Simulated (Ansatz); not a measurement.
# AlFH6OSi: the cost of one run

All numbers below are computed with Ansatz 0.2.0 (RKS r2SCANh/def2-SVP).

## 1. The starting structure

Bond lengths: Si1–F2 1.940 Å, Si1–H3 1.460 Å, Si1–H4 1.459 Å, Si1–H5 1.459 Å, Si1–O6 1.980 Å, O6–Al7 1.780 Å, Al7–H8 1.560 Å, Al7–H9 1.560 Å. Angles: F2–Si1–H3 109.5°, F2–Si1–H4 109.5°, F2–Si1–H5 109.5°, F2–Si1–O6 71.6°, H3–Si1–H4 109.5°, H3–Si1–H5 109.5°, H3–Si1–O6 178.9°, H4–Si1–H5 109.5°, H4–Si1–O6 70.0°, H5–Si1–O6 70.0°, Si1–O6–Al7 125.0°, O6–Al7–H8 120.0°, O6–Al7–H9 120.0°, H8–Al7–H9 120.0°.

As a file:

```xyz
10

Si    0.0000    0.0000    0.0000
F     0.0000    0.0000    1.9400
H     1.3768    0.0000   -0.4862
H    -0.6877    1.1914   -0.4862
H    -0.6877   -1.1914   -0.4862
O    -1.8790    0.0000    0.6243
Al   -3.1927   -0.9643   -0.0916
H    -2.9236   -2.4314   -0.5488
H    -4.6133   -0.3425   -0.2619
H    -1.1493    0.0000    1.6846
```

## 2. Pulling towards end A

Springs on the bonds that form and break draw the guess towards this end; the thresholds are loose.

File input.yaml:

```yaml
crystal:
  periodic: [false, false, false]
  atoms:
    - { symbol: Si, position_ang: [0.0, 0.0, 0.0] }
    - { symbol: F, position_ang: [0.0, 0.0, 1.94] }
    - { symbol: H, position_ang: [1.3768, 0.0, -0.4862] }
    - { symbol: H, position_ang: [-0.6877, 1.1914, -0.4862] }
    - { symbol: H, position_ang: [-0.6877, -1.1914, -0.4862] }
    - { symbol: O, position_ang: [-1.879, 0.0, 0.6243] }
    - { symbol: Al, position_ang: [-3.1927, -0.9643, -0.0916] }
    - { symbol: H, position_ang: [-2.9236, -2.4314, -0.5488] }
    - { symbol: H, position_ang: [-4.6133, -0.3425, -0.2619] }
    - { symbol: H, position_ang: [-1.1493, 0.0, 1.6846] }
basis:
  gaussian: { orbitals: def2-SVP }
hamiltonian:
  xc: r2scanh
relax:
  f_tol: 0.15
  max_steps: 25
  restrain:
    - { distance: [0, 5], at: 2.88, k: 30.0 }
    - { distance: [9, 1], at: 2.12, k: 30.0 }
    - { distance: [0, 1], at: 1.59, k: 30.0 }
    - { distance: [9, 5], at: 1.01, k: 30.0 }
```

On the command line:

```sh
ansatz run input.yaml --threads 4 --pin off --max-ram 5120MiB --backend cpu --events-out ev --progress --plain --runs-dir out
```

What time and memory should one allow on 4 threads of Arm Neoverse V1, shared host?

About 25 s, with a peak of 0.22 GiB.
